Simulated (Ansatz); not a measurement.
# LiVO2: the cost of one run

Program: Ansatz 0.2.0. Level of theory: DFT PBEsol+U (U = 2 eV, J = 0.7 eV on V d), plane waves, PAW. These are calculated values, not measurements.

1 further run of the same task is left out (it didn't finish).

### 1 The system as given

The structure is trigonal, space group R-3m (No. 166). The conventional cell has a = 2.837 Å, b = 2.837 Å, c = 14.773 Å, α = 90.00°, β = 90.00°, γ = 120.00°. Around Li (site symmetry -3m) lie 6 O at 2.12 Å. V (site symmetry -3m) is surrounded by 6 O at 1.98 Å. Around O (site symmetry 3m) lie 3 V at 1.98 Å and 3 Li at 2.12 Å.

Coordinates:

```xyz
4
Lattice="1.4187 0.8191 4.9245 -1.4187 0.8191 4.9245 0.0000 -1.6381 4.9245" Properties=species:S:1:pos:R:3 pbc="T T T"
Li    0.0000    0.0000    0.0000
V     0.0000    0.0000    7.3867
O     0.0000    0.0000    3.5722
O     0.0000    0.0000   11.2012
```

### 2 Ferromagnetic start, free, symmetry kept, no search

The input, input.yaml:

```yaml
crystal:
  lattice:
    - [1.41865152, 0.81905884, 4.92447067]
    - [-1.41865152, 0.81905884, 4.92447067]
    - [0.0, -1.63811767, 4.92447067]
  atoms:
    - { symbol: Li, position: [0.0, 0.0, 0.0] }
    - { symbol: V, position: [0.5, 0.5, 0.5], spin: 2.0 }
    - { symbol: O, position: [0.2418, 0.2418, 0.2418] }
    - { symbol: O, position: [0.7582, 0.7582, 0.7582] }
basis:
  ecutwfc: 420
  ecutrho_ratio: 4
kpoints:
  mp_grid: { grid: [8, 8, 8] }
hamiltonian:
  xc: pbesol
  hubbard: { sites: [{ site: 1, l: d, u: 2.0, j: 0.7 }] }
scf:
  occupations: { method: gaussian, width: 0.05 }
  lower_state_search: "off"
  max_iter: 150
output:
  forces: true
  stress: true
  eigenvalues: true
  populations: true
  hubbard: { sites: [{ site: 1, l: d }] }
magnetization:
  spin_polarized: true
```

On the command line:

```bash
$ ansatz run input.yaml --threads 2 --pin off --max-ram 3072MiB --backend cpu --events-out ev --progress --plain --runs-dir out
```

**Question.** How long does this run take on 2 threads of Intel Xeon 6975P-C (Granite Rapids), shared host, and how much memory does it need?

About 3.4 s, with a peak of 0.46 GiB.
